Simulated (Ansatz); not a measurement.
A nudged elastic band was laid between two geometries of a periodic cell of 22 atoms, Si16H5Cl (surface Si(111), underside capped with H, adsorbate HCl, already come apart at the first end).

These are results of Ansatz, DFT PBEsol, scalar-relativistic, plane waves, PAW, not measurements. Settings: PAW set soft_1, cutoff 420 eV, k mesh 2x2x1, gaussian smearing 0.05 eV, no spin polarisation.

- movable images: 5
- climbing image: yes
- spring: 5.0 eV/Å²
- optimiser: quadratic models (default)
- start path: IDPP
- force threshold: 0.05 eV/Å
- iteration limit: 41
- end points: relaxed
- atoms held: 1 to 8

Image 0:

```xyz
22
Lattice="7.6792 0.0000 0.0000 3.8396 6.6504 0.0000 0.0000 0.0000 17.4188" Properties=species:S:1:pos:R:3
H 1.920 1.108 1.000
H 5.759 1.108 1.000
H 3.840 4.434 1.000
H 7.679 4.434 1.000
Si 1.920 1.108 2.500
Si 5.759 1.108 2.500
Si 3.840 4.434 2.500
Si 7.679 4.434 2.500
Si 0.012 2.210 3.282
Si 3.849 2.224 3.205
Si 1.859 5.580 3.385
Si 5.759 5.529 3.233
Si 0.245 2.002 5.618
Si 4.127 2.050 5.500
Si 2.503 5.369 5.821
Si 5.970 5.427 5.543
Si 0.428 -0.074 6.770
Si 4.289 -0.295 5.603
Si 2.197 3.085 6.360
Si 6.024 3.193 6.284
Cl 5.798 3.253 8.360
H 2.207 3.042 7.864
```

Image 6:

Only the atoms that move by more than 0.05 Å are listed.
```
Si9 -0.011 2.222 3.232
Si11 1.923 5.474 3.383
Si12 5.760 5.556 3.282
Si13 0.004 2.443 5.543
Si14 3.837 2.535 5.504
Si15 2.056 6.119 5.812
Si16 5.690 5.853 5.619
Si17 0.143 0.393 6.773
Si18 3.768 0.345 6.360
Si19 1.888 3.844 5.610
Si20 5.776 3.610 6.281
Cl21 5.732 3.404 8.358
H22 3.743 0.377 7.864
```

Question: What changes between the two ends?

Answer: Contacts lost: Si19–H22. Contacts made: Si18–H22. The atom that moves furthest is H22, by 3.08 Å; four of its nearest neighbours are Si19 1.50, Si15 3.11, Si13 3.16, Si14 3.20 Å at the first end and Si18 1.50, Si15 3.11, Si16 3.16, Si14 3.20 Å at the last.

Question: What energy profile does the band end with?

Answer: The run converged. The highest image is number 3 of 0 to 6, 1.89 eV above the ends, which have the same energy within 2 meV. By the program's own check the climbing image is of a kind that is not told: the force calls were inconclusive, a negative curvature could not be distinguished from the path's own, the only one lies far off the path, or fixed occupations may fill a level only in part (lowest curvatures found: -6.77 and 0.21 eV/Å²). Limits of this set-up: coarse k mesh, thin slab, slab without dipole correction, no dispersion correction for a molecule that may bind weakly, PAW files made for another functional.

```tsv
image	path coordinate (Å)	energy (eV)	Si19–H22 (Å)	Si18–H22 (Å)
0	0.00	0.00	1.50	4.38
1	0.80	0.14	1.50	3.91
2	1.60	0.83	1.55	2.98
3	2.41	1.89	1.95	1.95
4	3.20	0.84	2.97	1.55
5	3.99	0.15	3.89	1.50
6	4.78	0.00	4.38	1.50
```

Question: What is the geometry of the highest image?

Answer: 
```xyz
22
Lattice="7.6792 0.0000 0.0000 3.8396 6.6504 0.0000 0.0000 0.0000 17.4188" Properties=species:S:1:pos:R:3:forces:R:3
H 1.920 1.108 1.000 -0.05 -0.03 -0.13
H 5.759 1.108 1.000 0.19 -0.30 -0.17
H 3.840 4.434 1.000 -0.16 0.31 -0.17
H 7.679 4.434 1.000 0.07 0.04 -0.10
Si 1.920 1.108 2.500 -0.27 -0.15 -0.07
Si 5.759 1.108 2.500 0.38 -0.45 0.01
Si 3.840 4.434 2.500 -0.20 0.55 0.01
Si 7.679 4.434 2.500 0.01 0.01 0.58
Si -0.006 2.211 3.284 0.01 0.00 0.00
Si 3.857 2.227 3.080 0.00 0.00 -0.01
Si 1.878 5.518 3.432 0.00 0.00 0.01
Si 5.752 5.540 3.284 0.00 0.00 0.00
Si 0.071 2.025 5.633 -0.01 0.00 0.00
Si 4.077 2.355 5.316 0.00 0.00 0.00
Si 1.949 5.560 5.936 -0.02 -0.01 -0.01
Si 5.629 5.699 5.632 0.00 -0.01 0.00
Si -0.022 -0.013 6.911 0.02 0.01 0.03
Si 3.700 0.259 6.246 0.01 0.00 0.01
Si 2.073 3.078 6.245 0.01 0.01 0.01
Si 5.935 3.426 6.285 0.01 0.00 0.01
Cl 5.634 3.253 8.342 0.00 0.00 0.01
H 2.711 1.567 7.296 -0.01 -0.01 -0.01
```

Time of the run: 8.5 min on 1 thread of Intel(R) Xeon(R) 6975P-C (Granite Rapids), on a shared host, peak memory 1.5 GiB.
